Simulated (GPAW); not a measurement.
HfMoC2:

```xyz
4
Lattice="3.1914 0.0000 0.0000 0.0000 3.1914 0.0000 0.0000 0.0000 4.4852" Properties=species:S:1:pos:R:3 pbc="T T T"
Hf    0.0000    0.0000    0.0000
Mo    1.5957    1.5957    2.2426
C     1.5957    1.5957    0.0000
C     0.0000    0.0000    2.2426
```

The cell comes from a database or a generator and needn't be the stable form of this composition.

Base run:

```yaml
Program: GPAW 26.7.0
Functional: LDA
Potentials_or_basis: the program's PAW data sets (release 1.2.1) made for this functional
Cutoff: 600 eV
Basis: pw
k_mesh: 7 × 7 × 5
Occupations: fermi-dirac, width 0.05 eV
Spin: no spin polarisation
```

Its results: pressure -14.1 GPa.

Question: The run is repeated on the same cell with these changes: functional from LDA to PBEsol; potentials or basis from the program's PAW data sets (release 1.2.1) made for this functional to PAW data sets generated in the run's folder for this functional; cutoff from 600 eV to 800 eV. What comes out?

Answer: Pressure -8.0 GPa.

Caveats: the cutoff is short for stress and forces, so pressures can be off by a GPa or more (some runs).

Not every run made on this cell is shown here.
